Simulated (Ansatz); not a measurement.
# Cl2GaH4N: the cost of one run

Program: Ansatz 0.2.0. Level of theory: RKS B3LYP-D4/def2-SVP. These are calculated values, not measurements.

1 further run of the same task is left out (it didn't finish).

## (1) The structure to begin with

Bond lengths: Ga1–Cl3 2.240 Å, Ga1–Cl4 2.240 Å, Ga1–N5 2.230 Å, N5–H6 1.060 Å, N5–H7 1.060 Å. Angles: Cl3–Ga1–Cl4 120.0°, Cl3–Ga1–N5 97.0°, Cl4–Ga1–N5 101.2°, Ga1–N5–H6 120.0°, Ga1–N5–H7 120.0°, H6–N5–H7 120.0°.

As a file:

```xyz
8

Ga    0.0000    0.0000    0.0000
H     0.0000    0.0000    1.9200
Cl    1.9398    0.0000   -1.1200
Cl   -1.9398    0.0000   -1.1200
N     0.0932   -2.1142    0.7032
H    -0.4251   -2.8722    0.1737
H     0.6559   -2.3611    1.5669
H     0.0454   -1.0306    1.8459
```

## (2) Pulling towards end A

Springs on the bonds that form and break draw the guess towards this end; the thresholds are loose.

Contents of input.yaml:

```yaml
crystal:
  periodic: [false, false, false]
  atoms:
    - { symbol: Ga, position_ang: [0.0, 0.0, 0.0] }
    - { symbol: H, position_ang: [0.0, 0.0, 1.92] }
    - { symbol: Cl, position_ang: [1.9398, 0.0, -1.12] }
    - { symbol: Cl, position_ang: [-1.9398, 0.0, -1.12] }
    - { symbol: "N", position_ang: [0.0932, -2.1142, 0.7032] }
    - { symbol: H, position_ang: [-0.4251, -2.8722, 0.1737] }
    - { symbol: H, position_ang: [0.6559, -2.3611, 1.5669] }
    - { symbol: H, position_ang: [0.0454, -1.0306, 1.8459] }
basis:
  gaussian: { orbitals: def2-SVP }
hamiltonian:
  xc: b3lyp
  dispersion: d4
relax:
  f_tol: 0.15
  max_steps: 25
  restrain:
    - { distance: [0, 4], at: 3.13, k: 30.0 }
    - { distance: [7, 1], at: 1.86, k: 30.0 }
    - { distance: [0, 1], at: 1.57, k: 30.0 }
    - { distance: [7, 4], at: 1.06, k: 30.0 }
```

The run is started by

```bash
> ansatz run input.yaml --threads 2 --pin off --max-ram 3072MiB --backend cpu --events-out ev --progress --plain --runs-dir out
```

Q: Estimate wall time and peak memory on 2 threads of Arm Neoverse V2, shared host.

About 25 s, with a peak of 0.23 GiB.
